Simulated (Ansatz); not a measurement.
# CHClFGeNO: how energies converge with the basis set

An exercise on one series of results from a longer session: the logs are not shown, and one member is left open.

The runs use Ansatz 0.2.0, Gaussian basis; one geometry, several basis sets.

Levels to be run: PBE0-D4/def2-SVP; ωB97M-V/def2-SVP; PBE0-D4/def2-QZVPP; ωB97M-V/def2-QZVPP; the functionals' def2-TZVPP values are taken from earlier runs.

## Structure used throughout

An earlier PBE0-D4 in a triple-zeta def2 set relaxation fixed the geometry.

SMILES `O=C=[N][GeH]([F])[Cl]`, 7 atoms, charge 0, spin multiplicity 1.

Atoms are counted from 1 here; the program's logs count them from 0.

Bond lengths: O1–C2 1.159 Å, C2–N3 1.206 Å, N3–Ge4 1.804 Å, Ge4–F5 1.720 Å, Ge4–Cl6 2.123 Å, Ge4–H7 1.518 Å. Angles: O1–C2–N3 175.9°, C2–N3–Ge4 137.5°, N3–Ge4–F5 106.8°, N3–Ge4–Cl6 110.2°, N3–Ge4–H7 110.9°, F5–Ge4–Cl6 106.6°, F5–Ge4–H7 109.4°, Cl6–Ge4–H7 112.7°.

Set-up of the first run:

Contents of in.yaml:

```yaml
crystal:
  periodic: [false, false, false]
  atoms:
    - {symbol: O, position_ang: [1.675778, -1.506396, 1.867094]}
    - {symbol: C, position_ang: [1.076676, -1.163708, 0.936139]}
    - {symbol: N, position_ang: [0.474431, -0.882782, -0.070721]}
    - {symbol: Ge, position_ang: [-0.556332, 0.470077, -0.670905]}
    - {symbol: F, position_ang: [0.511301, 1.720902, -1.176347]}
    - {symbol: Cl, position_ang: [-1.715872, 1.269328, 0.917683]}
    - {symbol: H, position_ang: [-1.404882, 0.024579, -1.848643]}
basis:
  gaussian: {orbitals: def2-SVP}
hamiltonian: {xc: pbe0, dispersion: d4}
output: {orbitals: {seedname: orbitals}}
```

Command:

```console
$ ansatz run in.yaml --threads 2 --pin off --events-out ev --progress --plain --max-ram 32768MiB --backend cpu
```

Among the steps run: PBE0-D4 in def2-SVP; ωB97M-V in def2-SVP; PBE0-D4 in def2-QZVPP; ωB97M-V in def2-QZVPP.

One of the session's tables, all rows but one given; the rest of the session is left out.

It belongs to the step «Density functionals: the series». 

| functional | basis | HOMO (eV) |
| --- | --- | --- |
| PBE0-D4 | def2-SVP | -9.21 |
| PBE0-D4 | def2-TZVPP | -9.30 |
| PBE0-D4 | def2-QZVPP | -9.33 |
| ωB97M-V | def2-SVP | -11.40 |
| ωB97M-V | def2-TZVPP | -11.54 |
| ωB97M-V | def2-QZVPP | ? |

Q: Estimate the row for ωB97M-V, def2-QZVPP from the others.

The run gave: HOMO (eV): -11.57. In the column «HOMO (eV)» it is the lowest.
